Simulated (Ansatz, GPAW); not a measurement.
KCl: PBE in single-zeta orbitals, run from Python

These are simulated results from GPAW 26.7.0, not measurements. The cell began as a measured structure and was relaxed with r2SCAN in plane waves (Ansatz 0.2.0). All runs are without spin polarisation.

It is cubic, Fm-3m (No. 225); conventional cell a = 6.290 Å, 31.10 Å³ an atom. Around K lie 6 Cl at 3.14 Å; around Cl lie 6 K at 3.14 Å.

The basis is minimal: single zeta, one radial function for each shell that the log's basis lists. It describes the filled bands fairly and the empty ones poorly.

run.py reads:

```python
import json
from ase import Atoms
from gpaw import GPAW, PW, FermiDirac

atoms = Atoms(['K', 'Cl'],
              cell=[[0.0, 3.14484713, 3.14484713], [3.14484713, 0.0, 3.14484713], [3.14484713, 3.14484713, 0.0]],
              scaled_positions=[[0.0, 0.0, 0.0], [0.5, 0.5, 0.5]],
              pbc=True)
calc = GPAW(mode='lcao', basis='sz(dzp)', h=0.2, xc='PBE', kpts={'size': (4, 4, 4), 'gamma': True},
            occupations=FermiDirac(0.02), maxiter=100, legacy_gpaw=True, txt='gpaw.txt')
atoms.calc = calc
res = {'energy': atoms.get_potential_energy(force_consistent=True)}
res['electrons'] = calc.get_number_of_electrons()
res['k'] = calc.get_ibz_k_points().tolist()
res['levels'] = [calc.get_eigenvalues(kpt=i).tolist() for i in range(len(res['k']))]
points = [[0.0, 0.0, 0.0], [0.5, 0.0, 0.5], [0.625, 0.25, 0.625], [0.375, 0.375, 0.75], [0.5, 0.5, 0.5], [0.5, 0.25, 0.75]]
bands = calc.fixed_density(kpts=points, symmetry='off', txt='bands.txt')
res['points'] = [bands.get_eigenvalues(kpt=i).tolist() for i in range(len(points))]
json.dump(res, open('results.json', 'w'))
print('free energy (eV):', round(res['energy'], 5))
```

Command: `python run.py`. It took 27 s on 1 thread of Intel(R) Xeon(R) Platinum 8259CL CPU @ 2.50GHz (Skylake/Cascade Lake), with other jobs on the host, peak memory 0.16 GiB.

The log gpaw.txt, trimmed of paths, versions and times, then the last line on the terminal. An iter line gives the energy in eV and the logarithms of the changes of orbitals (plane waves alone) and density (c: converged):

```
___ ___ ___ _ _ _
 |   |   |_  | | | |

 | | | | | . | | | |

 |__ |  _|___|_____|  26.7.0
 |___|_|

Input parameters:
  basis: sz(dzp)
  h: 0.2
  kpts: {gamma: True,
         size: (4, 4, 4)}
  maxiter: 100
  mode: lcao
  occupations: {fixmagmom: False,
                name: fermi-dirac,
                width: 0.02}
  xc: PBE

System changes: positions, numbers, cell, pbc, initial_charges, initial_magmoms

Initialize ...

species:
  K:
    name:    Potassium
    Z:       19.0
    valence: 9
    core:    10
    charge:  0.0  # [|e|]
    compensation charges:
      type: gauss
      rc: 0.35  # [Å]
      lmax: 2
    cutoffs:
      filter: 1.91  # [Å]
      core: 1.27  # [Å]
    projectors
    | kind |    occ | energy [eV] | rcut [Å] |

    |------|--------|-------------|----------|

    |   3s |  2.000 |     -35.338 |    1.122 |

    |   4s |  1.000 |      -2.319 |    1.122 |

    |   3p |  6.000 |     -18.813 |    1.106 |

    |    p |        |       8.398 |    1.106 |

    |    d |        |       0.000 |    0.937 |

    LCAO basis set for K:
      Name: sz(dzp)
      Number of radial functions: 4
      Number of spherical harmonics: 8
        l=0, rc=4.2656 Bohr: 3s-sz confined orbital
        l=0, rc=13.1094 Bohr: 4s-sz confined orbital
        l=1, rc=5.0312 Bohr: 3p-sz confined orbital
        l=1, rc=16.0000 Bohr: 4p-sz confined orbital
      Number of RI-basis functions 0

  Cl:
    name:    Chlorine
    Z:       17.0
    valence: 7
    core:    10
    charge:  0.0  # [|e|]
    compensation charges:
      type: gauss
      rc: 0.25  # [Å]
      lmax: 2
    cutoffs:
      filter: 1.40  # [Å]
      core: 1.49  # [Å]
    projectors
    | kind |    occ | energy [eV] | rcut [Å] |

    |------|--------|-------------|----------|

    |   3s |  2.000 |     -20.689 |    0.794 |

    |   3p |  5.000 |      -8.594 |    0.794 |

    |    s |        |       6.523 |    0.794 |

    |    p |        |      18.617 |    0.794 |

    |    d |        |       0.000 |    0.794 |

    LCAO basis set for Cl:
      Name: sz(dzp)
      Number of radial functions: 2
      Number of spherical harmonics: 4
        l=0, rc=5.1719 Bohr: 3s-sz confined orbital
        l=1, rc=6.2656 Bohr: 3p-sz confined orbital
      Number of RI-basis functions 0

Reference energy: -28937.202614  # eV

Spin-paired calculation

Convergence criteria:
 Maximum [total energy] change in last 3 cyles: 0.0005 eV / valence electron
 Maximum integral of absolute [dens]ity change: 0.0001 electrons / valence electron
 Maximum integral of absolute [eigenst]ate change: 4e-08 eV^2 / valence electron
 Maximum number of scf [iter]ations: 100
 (Square brackets indicate name in SCF output, whereas a 'c' in
 the SCF output indicates the quantity has converged.)

Symmetries present (total): 48

  ( 1  0  0)  ( 1  0  0)  ( 1  0  0)  ( 1  0  0)  ( 1  0 -1)  ( 1  0 -1)
  ( 1  0 -1)  ( 1 -1  0)  ( 0  1  0)  ( 0  0  1)  ( 1  0  0)  ( 1 -1  0)
  ( 1 -1  0)  ( 1  0 -1)  ( 0  0  1)  ( 0  1  0)  ( 1 -1  0)  ( 1  0  0)

  ( 1  0 -1)  ( 1  0 -1)  ( 1 -1  0)  ( 1 -1  0)  ( 1 -1  0)  ( 1 -1  0)
  ( 0  1 -1)  ( 0  0 -1)  ( 1  0  0)  ( 1  0 -1)  ( 0 -1  1)  ( 0 -1  0)
  ( 0  0 -1)  ( 0  1 -1)  ( 1  0 -1)  ( 1  0  0)  ( 0 -1  0)  ( 0 -1  1)

  ( 0  1  0)  ( 0  1  0)  ( 0  1  0)  ( 0  1  0)  ( 0  1 -1)  ( 0  1 -1)
  ( 1  0  0)  ( 0  1 -1)  ( 0  0  1)  (-1  1  0)  ( 1  0 -1)  ( 0  1  0)
  ( 0  0  1)  (-1  1  0)  ( 1  0  0)  ( 0  1 -1)  ( 0  0 -1)  (-1  1  0)

  ( 0  1 -1)  ( 0  1 -1)  ( 0  0  1)  ( 0  0  1)  ( 0  0  1)  ( 0  0  1)
  ( 0  0 -1)  (-1  1  0)  ( 1  0  0)  ( 0  1  0)  ( 0 -1  1)  (-1  0  1)
  ( 1  0 -1)  ( 0  1  0)  ( 0  1  0)  ( 1  0  0)  (-1  0  1)  ( 0 -1  1)

  ( 0  0 -1)  ( 0  0 -1)  ( 0  0 -1)  ( 0  0 -1)  ( 0 -1  1)  ( 0 -1  1)
  ( 1  0 -1)  ( 0  1 -1)  ( 0 -1  0)  (-1  0  0)  ( 1 -1  0)  ( 0  0  1)
  ( 0  1 -1)  ( 1  0 -1)  (-1  0  0)  ( 0 -1  0)  ( 0 -1  0)  (-1  0  1)

  ( 0 -1  1)  ( 0 -1  1)  ( 0 -1  0)  ( 0 -1  0)  ( 0 -1  0)  ( 0 -1  0)
  ( 0 -1  0)  (-1  0  1)  ( 1 -1  0)  ( 0  0 -1)  ( 0 -1  1)  (-1  0  0)
  ( 1 -1  0)  ( 0  0  1)  ( 0 -1  1)  (-1  0  0)  ( 1 -1  0)  ( 0  0 -1)

  (-1  1  0)  (-1  1  0)  (-1  1  0)  (-1  1  0)  (-1  0  1)  (-1  0  1)
  ( 0  1  0)  ( 0  1 -1)  (-1  0  1)  (-1  0  0)  ( 0  0  1)  ( 0 -1  1)
  ( 0  1 -1)  ( 0  1  0)  (-1  0  0)  (-1  0  1)  ( 0 -1  1)  ( 0  0  1)

  (-1  0  1)  (-1  0  1)  (-1  0  0)  (-1  0  0)  (-1  0  0)  (-1  0  0)
  (-1  1  0)  (-1  0  0)  ( 0  0 -1)  ( 0 -1  0)  (-1  1  0)  (-1  0  1)
  (-1  0  0)  (-1  1  0)  ( 0 -1  0)  ( 0  0 -1)  (-1  0  1)  (-1  1  0)

64 k-points: 4 x 4 x 4 Monkhorst-Pack grid + [1/8,1/8,1/8]
8 k-points in the irreducible part of the Brillouin zone
       k-points in crystal coordinates                weights
   0:     0.00000000    0.00000000    0.00000000          1/64
   1:     0.25000000    0.25000000    0.00000000          6/64
   2:     0.25000000    0.25000000    0.25000000          8/64
   3:     0.50000000    0.25000000   -0.25000000          6/64
   4:     0.50000000    0.25000000    0.25000000         12/64
   5:     0.50000000    0.50000000    0.00000000          3/64
   6:     0.50000000    0.50000000    0.25000000         24/64
   7:     0.50000000    0.50000000    0.50000000          4/64

Wave functions: LCAO
  Diagonalizer: Serial LAPACK
  Atomic Correction: dense with blas
  Data-type: complex

Occupation numbers: Fermi-Dirac:
  width: 0.0200  # eV

Eigensolver
   LCAO using direct dense diagonalizer

Densities:
  Coarse grid: 20*20*20 grid
  Fine grid: 40*40*40 grid
  Total Charge: 0.000000

Density mixing:
  Method: separate
  Backend: msr1
  Linear mixing parameter: 0.05
  old densities: 10
  Width of damping distribution: 1.1
  Damping of long wavelength oscillations: 20

Hamiltonian:
  XC and Coulomb potentials evaluated on a 40*40*40 grid
  Using the PBE Exchange-Correlation functional
  Interpolation: tri-quintic (5. degree polynomial)
  Poisson solver: FastPoissonSolver using
    Stencil: 12*3+1=37 point O(h^6) finite-difference Laplacian
    FFT axes: [np.int64(0), np.int64(1), np.int64(2)]
    FST axes: []

XC parameters: PBE with 2 nearest neighbor stencil

Memory estimate:
  Process memory now: 115.46 MiB
  Calculator: 18.43 MiB
    Density: 7.36 MiB
      Arrays: 1.59 MiB
      Localized functions: 4.55 MiB
      Mixer: 1.22 MiB
    Hamiltonian: 1.36 MiB
      Arrays: 1.04 MiB
      XC: 0.00 MiB
      Poisson: 0.00 MiB
      vbar: 0.32 MiB
    Wavefunctions: 9.72 MiB
      C [qnM]: 0.01 MiB
      S, T [2 x qmm]: 0.04 MiB
      P [aqMi]: 0.00 MiB
      BasisFunctions: 9.67 MiB
      Eigensolver: 0.00 MiB

Total number of cores used: 1

Number of atoms: 2
Number of atomic orbitals: 12
Number of bands in calculation: 9
Number of valence electrons: 16
Bands to converge: occupied
Positions:
   0 K      0.000000    0.000000    0.000000    ( 0.0000,  0.0000,  0.0000)
   1 Cl     3.144847    3.144847    3.144847    ( 0.0000,  0.0000,  0.0000)

Unit cell:
           periodic     x           y           z      points  spacing
  1. axis:    yes    0.000000    3.144847    3.144847    20     0.1816
  2. axis:    yes    3.144847    0.000000    3.144847    20     0.1816
  3. axis:    yes    3.144847    3.144847    0.000000    20     0.1816

  Lengths:   4.447485   4.447485   4.447485
  Angles:   60.000000  60.000000  60.000000

Effective grid spacing dv^(1/3) = 0.1981

iter:   1    -6.111280        c
iter:   2    -6.083243        c -1.38
iter:   3    -5.958432        c -1.41
iter:   4    -5.960166        c -2.06
iter:   5    -5.961186c       c -2.32
iter:   6    -5.961158c       c -3.38
iter:   7    -5.961153c       c -3.83
iter:   8    -5.961153c       c -5.04c

Converged after 8 iterations.

Energy contributions relative to reference atoms: (reference = -28937.202614)

Kinetic:        +13.172447
Potential:      -11.798065
External:        +0.000000
XC:              -7.597089
Entropy (-ST):   -0.000000
Local:           +0.261554
SIC:             +0.000000
--------------------------
Free energy:     -5.961153
Extrapolated:    -5.961153

Showing only first 2 kpts
 Kpt  Band  Eigenvalues  Occupancy
  0     6      0.18100    2.00000
  0     7      0.18259    2.00000
  0     8      4.94091    0.00000

  1     6      0.03396    2.00000
  1     7      0.03494    2.00000
  1     8      6.61978    0.00000

Fermi level: 1.91772

Gap: 4.758 eV
Transition (v -> c):
  (s=0, k=0, n=7, [0.00, 0.00, 0.00]) -> (s=0, k=0, n=8, [0.00, 0.00, 0.00])
No difference between direct/indirect transitions

free energy (eV): -5.96115
```

The gap in the log is over the mesh alone; results.json adds the listed points. PBE in single-zeta orbitals gives a gap of 4.76 eV. On the same cell, plane-wave PBE (Ansatz, 8×8×8 k points and the special points) gives a gap of 5.19 eV and r2SCAN a gap of 5.83 eV; on shared hosts these took about 2.2 and 5.7 core-seconds on the 2-atom cell, against 27 for the script. Semilocal gaps usually lie below measured ones.
